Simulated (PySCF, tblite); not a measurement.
# C6H9FN2: geometry, infrared bands and NMR shifts

What infrared bands and NMR shifts should C6H9FN2 (`Cc1nn(C)c(C)c1F`) show?

Programs: tblite 0.8.0 and PySCF 2.14.0, with density-fitted response routines of our own. Each step states its level of theory. These are calculated values for one molecule in the gas phase, unless marked as measured. Atoms count from 0, in the outputs and in this text.

### Step 1. The starting structure

18 atoms, charge 0, multiplicity 1; geometry from: force field or distance geometry start.

Bonds of the start (Å): C0–C1 1.52, C1–N2 1.34, N2–N3 1.34, N3–C4 1.44, N3–C5 1.36, C5–C6 1.48, C5–C7 1.41, C7–F8 1.36, C7–C1 1.39, C0–H9 1.10, C0–H10 1.11, C0–H11 1.11, C4–H12 1.09, C4–H13 1.13, C4–H14 1.11, C6–H15 1.13, C6–H16 1.11, C6–H17 1.10.

### Step 2. Relaxing the molecule with GFN2-xTB

The job: settings as JSON, then the geometry in Å.

```
{"job": {"kind": "relax", "xc": "GFN2-xTB", "basis": "xTB"}, "charge": 0, "multiplicity": 1}
C      3.009000    -0.282900     0.003900
C      1.499500    -0.091300    -0.010500
N      0.852300     1.084300    -0.057400
N     -0.469400     0.859400    -0.053400
C     -1.453700     1.913600    -0.090300
C     -0.696200    -0.474700     0.022300
C     -2.014600    -1.146400     0.060100
C      0.558500    -1.112500     0.059500
F      0.777800    -2.455000     0.125400
H      3.329000    -0.918900    -0.834300
H      3.491400     0.712800    -0.077000
H      3.286000    -0.739100     0.975700
H     -2.273700     1.784400     0.620600
H     -0.953900     2.900900     0.133700
H     -1.886900     2.054300    -1.100800
H     -1.866100    -2.266100     0.092500
H     -2.603100    -0.892000     0.963400
H     -2.594800    -0.924500    -0.845300
```

Run with:

```bash
$ OMP_NUM_THREADS=1 python probes_run.py task.json out
```

One launch serves the whole session: the jobs run in the order shown.

**Question.** This job is followed by: GFN2-xTB harmonic vibrations, gas phase; GIAO PBE0/pcSseg-1 NMR shielding, non-relativistic, gas phase. Predict these results of the whole session: strongest single infrared mode (GFN2-xTB); zero-point energy (GFN2-xTB); 13C shifts against TMS (PBE0/pcSseg-1); 1H shifts against TMS (PBE0/pcSseg-1, means over atoms taken as alike); 15N shifts against NH3 (PBE0/pcSseg-1); 19F shifts against CFCl3 (PBE0/pcSseg-1).

**Answer**, as computed:

| quantity | value |
| --- | --- |
| strongest single infrared mode (GFN2-xTB) | 1356 cm⁻¹, 83 km/mol |
| zero-point energy (GFN2-xTB) | 89.6 kcal/mol |
| 13C shifts against TMS (PBE0/pcSseg-1) | 156.3, 136.5, 127.3, 38.4, 13.1, 10.0 ppm |
| 1H shifts against TMS (PBE0/pcSseg-1, means over atoms taken as alike) | 3.76, 2.36, 2.28 ppm |
| 15N shifts against NH3 (PBE0/pcSseg-1) | 330.4, 205.7 ppm |
| 19F shifts against CFCl3 (PBE0/pcSseg-1) | -192.9 ppm |

Over 64 steps the energy fell by 0.267 eV; of the close pairs, C6–H15 changed most, 1.130 to 1.087 Å. No mode is imaginary among the 48: a minimum at this level. The strongest single mode, at 1356 cm⁻¹, moves mainly N3. Unscaled tight-binding wavenumbers are off by several per cent, some by more. Its intensities can rank the bands wrongly. The most deshielded hydrogen is H12, H13, H14 (mean) (hydrogen on a methyl carbon bonded to N), at 3.76 ppm: its carbon carries N, hence the downfield position. At PBE0/pcSseg-1: The widest tensor belongs to N2: span 380 ppm, with a paramagnetic part of -390 ppm. NICS(1)zz of -27 ppm above the planar ring from C1 marks a diatropic (aromatic) ring current.
